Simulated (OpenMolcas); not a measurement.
**Tc³⁺ among point charges: CASSCF and CASPT2 levels and susceptibility**

How does a field of 3 point charges split the states of Tc³⁺, and what χT follows?

The numbers are computed with OpenMolcas 26.06 (state-averaged CASSCF and CASPT2, spin-orbit coupling by RASSI with atomic mean-field integrals), except any that are marked as measured or tabulated.

**1. The system**

| Item | Value |
| --- | --- |
| Species | Tc³⁺ (technetium, Z = 43, 40 electrons) |
| Basis | ANO-RCC-VDZP [6s5p3d1f], 43 functions |
| Scalar Hamiltonian | DKH2, point nucleus |
| Inactive shells | 1s 2s 2p 3s 3p 3d 4s 4p |
| Active space | 4 electrons in 5 orbitals (4d) |
| Some configurations of this space | 4d4 |
| Orbitals | optimised for each spin and parity, averaged over all roots |

Outer shells as boxes (Hund's rule):

4d4
```
4d [↑ ][↑ ][↑ ][↑ ][  ]
```

The ion sits among 3 point charges of -1 e arranged as a planar triangle (D3h), 1.73 Å from the ion.

Each step is its own input file, run in one work folder so that later steps find the files of earlier ones. Labels, J, g values, rates, χT and fits are worked out afterwards by a script from the matrices that RASSI stores.

**2. One- and two-electron integrals**

a.inp reads:

```
&GATEWAY
Coord
1

Tc 0.0 0.0 0.0
Basis=ANO-RCC-VDZP
Group=NoSym
NoMove
AngMom=0.0 0.0 0.0
AMFI
XField
3 Angstrom 0
1.730000 0.000000 0.000000 -1.000000
-0.865000 1.498224 0.000000 -1.000000
-0.865000 -1.498224 0.000000 -1.000000
&SEWARD
```

Started as:

```bash
$ OMP_NUM_THREADS=1 MOLCAS_MEM=1689 MOLCAS_PROJECT=a pymolcas a.inp > a.log
```

**3. Reference wave functions, quintets, 5 roots**

a.inp reads:

```
&RASSCF
FileOrb=start.orb
Symmetry=1
Spin=5
nActEl=4 0 0
Inactive=18
Ras2=5
CIRoot=5 5 1
SDav=5
CIMx=300
Iter=120 100
PrWF=0.3
OrbListing=Nothing
MaxOrb=0
>>> COPY $Project.JobIph JOB001
```

start.orb holds the contracted functions of the basis, ordered by shell, or the orbitals of the step before.

**4. Reference wave functions, triplets, 45 roots**

a.inp reads:

```
&RASSCF
FileOrb=start.orb
Symmetry=1
Spin=3
nActEl=4 0 0
Inactive=18
Ras2=5
CIRoot=45 45 1
SDav=45
CIMx=300
Iter=120 100
PrWF=0.3
OrbListing=Nothing
MaxOrb=0
>>> COPY $Project.JobIph JOB002
```

**5. CASSCF: singlets, 50 roots**

a.inp reads:

```
&RASSCF
FileOrb=start.orb
Symmetry=1
Spin=1
nActEl=4 0 0
Inactive=18
Ras2=5
CIRoot=50 50 1
SDav=50
CIMx=300
Iter=120 100
PrWF=0.3
OrbListing=Nothing
MaxOrb=0
>>> COPY $Project.JobIph JOB003
```

**6. State interaction with spin-orbit coupling**

a.inp reads:

```
&RASSI
NrOfJobIphs=3 5 45 50
1 2 3 4 5
1 2 3 4 5 6 7 8 9 10 11 12 13 14 15 16 17 18 19 20 21 22 23 24 25 26 27
28 29 30 31 32 33 34 35 36 37 38 39 40 41 42 43 44 45
1 2 3 4 5 6 7 8 9 10 11 12 13 14 15 16 17 18 19 20 21 22 23 24 25 26 27
28 29 30 31 32 33 34 35 36 37 38 39 40 41 42 43 44 45 46 47 48 49 50
IphNames
JOB001
JOB002
JOB003
EJob
SpinOrbit
DIPRint=1.0
SOCoupling=1000.0
Subsets=2
Property=9
'ANGMOM' 1 'ANGMOM' 2 'ANGMOM' 3 'MLTPL  1' 1 'MLTPL  1' 2 'MLTPL  1' 3
'AMFI' 1 'AMFI' 2 'AMFI' 3
SOProperty=3
'ANGMOM' 1 'ANGMOM' 2 'ANGMOM' 3
```

**7. CASPT2: IPEA 0.25, imaginary shift 0.1 (closed shells correlated: 4s 4p)**

a.inp reads:

```
>>> COPY JOB001 $Project.JobIph
&CASPT2
Multistate=5 1 2 3 4 5
NoMult
Frozen=14
IPEA=0.25
Imaginary=0.1
MaxIter=60
WThr=0.0 0.3 0.05
PrWF=0.5
NoMix
>>> COPY JOB002 $Project.JobIph
&CASPT2
Multistate=45 1 2 3 4 5 6 7 8 9 10 11 12 13 14 15 16 17 18 19 20 21 22
23 24 25 26 27 28 29 30 31 32 33 34 35 36 37 38 39 40 41 42 43 44 45
NoMult
Frozen=14
IPEA=0.25
Imaginary=0.1
MaxIter=60
WThr=0.0 0.3 0.05
PrWF=0.5
NoMix
>>> COPY JOB003 $Project.JobIph
&CASPT2
Multistate=50 1 2 3 4 5 6 7 8 9 10 11 12 13 14 15 16 17 18 19 20 21 22
23 24 25 26 27 28 29 30 31 32 33 34 35 36 37 38 39 40 41 42 43 44 45 46
47 48 49 50
NoMult
Frozen=14
IPEA=0.25
Imaginary=0.1
MaxIter=60
WThr=0.0 0.3 0.05
PrWF=0.5
NoMix
```

(Steps that only read results are left out.)

Q: Predict the outcome of this session. Wanted: spin-free ground state; first state of the same spin within the active space; lowest level; next level.

**Answer**, as computed:

| quantity | value |
| --- | --- |
| method | SS-CASPT2, IPEA 0.25, imaginary shift 0.1 (closed shells correlated: 4s 4p) |
| spin-free ground state | 5E, 2-fold in its orbital part |
| first state of the same spin within the active space | 5E at 11400 cm⁻¹ |
| lowest level | 1-fold A1 |
| next level | 7.1 cm⁻¹ |
| χT at 300 K | 1.18 cm³ K/mol |
| effective moment at 300 K | 3.07 μB |

Cost by method:

| method | time of its own steps | time with the reference |
| --- | --- | --- |
| A. CASSCF | 20 s | 20 s |
| B. SS-CASPT2, IPEA 0.25, imaginary shift 0.1, +4s 4p | 7.7 s | 28 s |

Times are of one thread on a shared host.

In words: The spin-free ground state (5E) comes to 100 % from free-ion D terms and keeps the highest spin of the shell. χT at 300 K is 1.18, against 3.01 cm³ K/mol for the spin alone, so spin-orbit coupling lowers it. An active space of the d shell alone favours high spin; real ions in strong fields can be low spin. CASPT2 does not keep the components of a term degenerate, and the means are used. The field of point charges can differ much from that of real complexes. With metal d orbitals alone active, the gaps between spin states are rough; where two lie within a few thousand cm-1, their order is open. This is an electrostatic model: the charges have no orbitals.
